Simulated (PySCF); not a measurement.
# C4H7FGeO2: the cost of one run

Computed with PySCF 2.14.0, with density-fitted response routines of our own, on a single molecule in the gas phase. Atoms are numbered from 0 throughout.

### Step 1. The molecule as given

15 atoms, charge 0, multiplicity 1; geometry from: GFN2-xTB.

Bonds of the start (Å): O0–C1 1.20, C1–O2 1.34, O2–C3 1.41, C3–C4 1.53, C4–F5 1.38, C4–C6 1.52, C6–Ge7 2.00, Ge7–C1 2.01, C3–H8 1.10, C3–H9 1.09, C4–H10 1.10, C6–H11 1.09, C6–H12 1.09, Ge7–H13 1.50, Ge7–H14 1.50.

### Step 2. Excited states and response: B3LYP/def2-SVPD

Job settings and geometry (Å):

```
{"job": {"kind": "uv", "xc": "B3LYP", "basis": "def2-SVPD", "nstates": 8, "ntriplets": 3}, "charge": 0, "multiplicity": 1}
O      1.180031     2.603023     1.076613
C      0.669145     1.689826     0.492233
O     -0.624493     1.748590     0.150303
C     -1.188837     0.665318    -0.559218
C     -1.104702    -0.655533     0.218248
F     -2.158727    -1.455553    -0.180143
C      0.207226    -1.379194    -0.032233
Ge     1.656868    -0.014558     0.104775
H     -0.709739     0.554118    -1.541769
H     -2.238435     0.931665    -0.707502
H     -1.266064    -0.455046     1.285490
H      0.323577    -2.206479     0.667531
H      0.175420    -1.804257    -1.036614
H      2.445201     0.052732    -1.175056
H      2.629116    -0.266660     1.215432
```

With the program's defaults for keys left out, this is: TDDFT B3LYP/def2-SVPD, vertical, gas phase, core orbitals frozen in the response.

Run with:

```sh
$ OMP_NUM_THREADS=1 python probes_run.py task.json out
```

This one command runs all jobs of the session in turn.

**Question.** How long does this job take on 1 thread of Arm Neoverse V1, shared host, and how much memory does it need?

About 84 s, with a peak of 0.95 GiB.
